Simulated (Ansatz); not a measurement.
**GeHCl (singlet): the correlation ladder, cc-pVTZ**

How much of the correlation energy of GeHCl (singlet) does each wave-function method recover here?

The runs use Ansatz 0.2.0, Gaussian basis; cc-pVTZ, core rule «outside noble gas», up to 19 orbitals frozen.

The runs, in order: UHF; CCSD(T) on RHF; CCSD(T) on UHF; BCCD(T) on RHF; CCSDT(Q) on RHF; CCSDT(Q) on UHF; CASSCF and MRCISD+Q, 12 electrons in 9 orbitals; CASSCF and NEVPT2, 12 electrons in 9 orbitals.

10 further runs of the same task are left out: 4 for a known fault of the program, 6 set aside as unsound or not needed.

## 1. The system

The geometry is a PBE0/def2-TZVP stationary point (not a proven minimum) of the parent state, kept for this charge and spin. No spin-orbit coupling is included. The filled d shell of Ge may be among the frozen orbitals whatever the setting's name suggests; the logs give the count.

3 atoms, charge 0, spin multiplicity 1.

Atoms are counted from 1 here; the program's logs count them from 0.

Bond lengths: Ge1–Cl2 2.148 Å, Ge1–H3 1.556 Å. Angles: Cl2–Ge1–H3 115.2°.

## 2. UHF

File in.yaml:

```yaml
crystal:
  periodic: [false, false, false]
  atoms:
    - {symbol: Ge, position_ang: [0.000000, -0.039179, 0.691027]}
    - {symbol: Cl, position_ang: [0.000000, 0.042088, -1.455820]}
    - {symbol: H, position_ang: [0.000000, 1.343123, 1.405821]}
basis:
  gaussian: {orbitals: cc-pVTZ}
magnetization: {spin_polarized: true, initial_magnetization: 0}
hamiltonian: {xc: hf}
output: {orbitals: {seedname: orbitals}}
```

Launch:

```
ansatz run in.yaml --threads 1 --pin off --events-out ev --progress --plain --max-ram 4096MiB --backend cpu
```

Further steps of the session: CCSD(T) on RHF; CCSD(T) on UHF; BCCD(T) on RHF; CCSDT(Q) on RHF; CCSDT(Q) on UHF; CASSCF and MRCISD+Q, 12 electrons in 9 orbitals; CASSCF and NEVPT2, 12 electrons in 9 orbitals.

Q: Predict the results of all the runs planned. Wanted: RCCSDT(Q) below the RHF energy; RMP2 from RCCSDT(Q); UMP2 from RCCSDT(Q); RCCSD from RCCSDT(Q); RCCSD(T) from RCCSDT(Q); UCCSD(T) from RCCSDT(Q); UCCSDT(Q) from RCCSDT(Q); NEVPT2 valence from RCCSDT(Q); MRCISD+Q valence from RCCSDT(Q).

**Answer**, as computed:

| quantity | value |
| --- | --- |
| RCCSDT(Q) below the RHF energy | -8.9368 eV |
| RMP2 from RCCSDT(Q) | +121.0 kJ/mol |
| UMP2 from RCCSDT(Q) | +137.4 kJ/mol |
| RCCSD from RCCSDT(Q) | +37.9 kJ/mol |
| RCCSD(T) from RCCSDT(Q) | +4.3 kJ/mol |
| UCCSD(T) from RCCSDT(Q) | +5.2 kJ/mol |
| UCCSDT(Q) from RCCSDT(Q) | +0.3 kJ/mol |
| NEVPT2 valence from RCCSDT(Q) | +169.7 kJ/mol |
| MRCISD+Q valence from RCCSDT(Q) | +14.1 kJ/mol |
| levels within 1 kcal/mol (43 meV) | BCCD(T), RCCSDT, UCCSDT, UCCSDT(Q) |
| T1 diagnostic | 0.013 |
| effectively unpaired electrons | 0.06 |

In words: RCCSD(T) misses by +4.3 kJ/mol, 0.5 % of the correlation energy. One determinant dominates. Of the multireference levels listed MRCISD+Q valence comes nearest in total energy (+14.1 kJ/mol), which doesn't show that its space is the better one. These misses are within one basis, not against nature.
